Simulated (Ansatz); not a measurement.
# BFH5NSi: the cost of one run

All numbers below are computed with Ansatz 0.2.0 (RKS LDA/def2-SVP).

1 further run of the same task is left out (it didn't finish).

## 1. The structure to begin with

Bond lengths: F1–B2 1.413 Å, B2–N3 1.527 Å, N3–Si4 1.731 Å, B2–H5 1.189 Å, N3–H6 1.078 Å, Si4–H7 1.500 Å, Si4–H8 1.445 Å, Si4–H9 1.544 Å. Angles: F1–B2–N3 120.9°, F1–B2–H5 116.9°, N3–B2–H5 122.1°, B2–N3–Si4 107.2°, B2–N3–H6 105.4°, Si4–N3–H6 105.3°, N3–Si4–H7 108.6°, N3–Si4–H8 113.6°, N3–Si4–H9 109.4°, H7–Si4–H8 109.4°, H7–Si4–H9 106.1°, H8–Si4–H9 109.5°.

Coordinates:

```xyz
9

F     0.1805    0.3770   -2.2799
B     0.8683    0.5446   -1.0570
N     0.1129    0.8782    0.2274
Si   -0.7579   -0.5437    0.6916
H     2.0552    0.4956   -1.0975
H     0.8724    1.0052    0.9817
H    -1.8187   -0.8116   -0.3351
H     0.0786   -1.7135    0.8340
H    -1.5028   -0.2782    2.0177
```

## 2. End point A

File input.yaml:

```yaml
crystal:
  periodic: [false, false, false]
  atoms:
    - { symbol: F, position_ang: [0.1805, 0.377, -2.2799] }
    - { symbol: B, position_ang: [0.8683, 0.5446, -1.057] }
    - { symbol: "N", position_ang: [0.1129, 0.8782, 0.2274] }
    - { symbol: Si, position_ang: [-0.7579, -0.5437, 0.6916] }
    - { symbol: H, position_ang: [2.0552, 0.4956, -1.0975] }
    - { symbol: H, position_ang: [0.8724, 1.0052, 0.9817] }
    - { symbol: H, position_ang: [-1.8187, -0.8116, -0.3351] }
    - { symbol: H, position_ang: [0.0786, -1.7135, 0.834] }
    - { symbol: H, position_ang: [-1.5028, -0.2782, 2.0177] }
basis:
  gaussian: { orbitals: def2-SVP }
hamiltonian:
  xc: lda
relax:
  f_tol: 0.015
  max_steps: 40
output:
  orbitals: {}
```

Run with:

```bash
$ ansatz run input.yaml --threads 1 --pin off --max-ram 2048MiB --backend cpu --events-out ev --progress --plain --runs-dir out
```

Q: Estimate wall time and peak memory on 1 thread of Arm Neoverse V1, shared host.

About 22 s, with a peak of 0.14 GiB.
